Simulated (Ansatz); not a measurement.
# C₂H₆BNO: one species, many methods

One table from this session's results is given with a row withheld; the runs are named, their logs left out.

Method: functionals in def2-TZVPP, the program's frozen cores in correlated methods; program: Ansatz 0.2.0, Gaussian basis.

The runs, in order: LDA (SPW92), PBE-D4, revPBE-D4, BLYP-D4, r2SCAN-D4, B97M-V, PBE0-D4, B3LYP-D4, r2SCANh-D4, r2SCAN0-D4, HSE06-D4, BHLYP-D4, CAM-B3LYP-D4, LC-ωPBE, ωB97X-V, ωB97M-V, B2PLYP, PBE-QIDH; CCSD(T)/def2-SVP; CCSD(T)/def2-TZVPP; MP2/def2-QZVPP; extrapolation to the limit; RPA on PBE.

## The relaxed structure

An earlier PBE0-D4 in a triple-zeta def2 set relaxation fixed the geometry.

11 atoms, charge 0, spin multiplicity 1.

Atoms are counted from 1 here; the program's logs count them from 0.

Bond lengths: B1–C2 1.553 Å, B1–N3 1.621 Å, B1–H6 1.199 Å, B1–H7 1.196 Å, C2–N3 1.517 Å, C2–O5 1.438 Å, C2–H8 1.088 Å, N3–C4 1.470 Å, N3–H9 1.009 Å, C4–O5 1.410 Å, C4–H10 1.096 Å, C4–H11 1.094 Å. Angles: C2–B1–N3 57.0°, C2–B1–H6 115.2°, C2–B1–H7 120.5°, N3–B1–H6 109.2°, N3–B1–H7 113.6°, H6–B1–H7 121.9°, B1–C2–N3 63.7°, B1–C2–O5 116.1°, B1–C2–H8 130.0°, N3–C2–O5 90.5°, N3–C2–H8 118.8°, O5–C2–H8 113.9°, B1–N3–C2 59.2°, B1–N3–C4 113.5°, B1–N3–H9 125.9°, C2–N3–C4 85.2°, C2–N3–H9 122.3°, C4–N3–H9 120.5° and more.

The first run:

The input, in.yaml:

```yaml
crystal:
  periodic: [false, false, false]
  atoms:
    - {symbol: B, position_ang: [-1.026568, 0.914513, -0.034616]}
    - {symbol: C, position_ang: [-0.640829, -0.467150, -0.630244]}
    - {symbol: N, position_ang: [0.509973, 0.426585, -0.207486]}
    - {symbol: C, position_ang: [0.878869, -0.679034, 0.687538]}
    - {symbol: O, position_ang: [-0.227499, -1.469527, 0.314345]}
    - {symbol: H, position_ang: [-1.262038, 1.769899, -0.840818]}
    - {symbol: H, position_ang: [-1.374351, 1.007523, 1.106208]}
    - {symbol: H, position_ang: [-0.679116, -0.820679, -1.658232]}
    - {symbol: H, position_ang: [1.176961, 0.795095, -0.868484]}
    - {symbol: H, position_ang: [1.833310, -1.140464, 0.408890]}
    - {symbol: H, position_ang: [0.876489, -0.393862, 1.743499]}
basis:
  gaussian: {orbitals: def2-TZVPP}
hamiltonian: {xc: lda}
output: {orbitals: {seedname: orbitals}}
```

Among the steps run: LDA; PBE-D4 (GGA); revPBE-D4 (GGA); BLYP-D4 (GGA); r2SCAN-D4 (meta-GGA); B97M-V (meta-GGA); PBE0-D4 (hybrid); B3LYP-D4 (hybrid); r2SCANh-D4 (hybrid); r2SCAN0-D4 (hybrid); HSE06-D4 (hybrid); BHLYP-D4 (hybrid); CAM-B3LYP-D4 (range-separated); LC-ωPBE (range-separated); ωB97X-V (range-separated); ωB97M-V (range-separated); B2PLYP (double hybrid); PBE-QIDH (double hybrid).

One table of the session follows, with a row left open; its other results are not shown here.

It belongs to the step «Orbital energies across the functionals». 

```
  functional  HOMO (eV)  LUMO (eV)  gap (eV)
 LDA (SPW92)      -5.64      -0.72      4.92
      PBE-D4      -5.52      -0.56      4.96
   revPBE-D4      -5.47      -0.49      4.97
     BLYP-D4      -5.44      -0.54      4.90
   r2SCAN-D4      -5.78       0.04      5.82
      B97M-V      -5.93      -0.30      5.63
     PBE0-D4      -6.98       0.36      7.34
    B3LYP-D4          ?          ?         ?
  r2SCANh-D4      -6.33       0.37      6.70
  r2SCAN0-D4      -7.16       0.80      7.96
    HSE06-D4      -6.57      -0.01      6.56
    BHLYP-D4      -8.39       1.03      9.41
CAM-B3LYP-D4      -8.42       1.15      9.58
     LC-ωPBE      -9.73       2.44     12.18
     ωB97X-V      -9.41       2.27     11.68
     ωB97M-V      -9.34       1.77     11.11
```

**Question.** Estimate the row for B3LYP-D4.

Worked estimate for «HOMO (eV)». Against the share of exact exchange, BLYP-D4 (0, -5.44), BHLYP-D4 (0.5, -8.39) give a slope of -5.90 per unit share; at 0.2 the line stands at -6.62.

**Answer.** HOMO (eV): -6.77; LUMO (eV): 0.02; gap (eV): 6.79. In «HOMO (eV)» the line misses by +0.15.
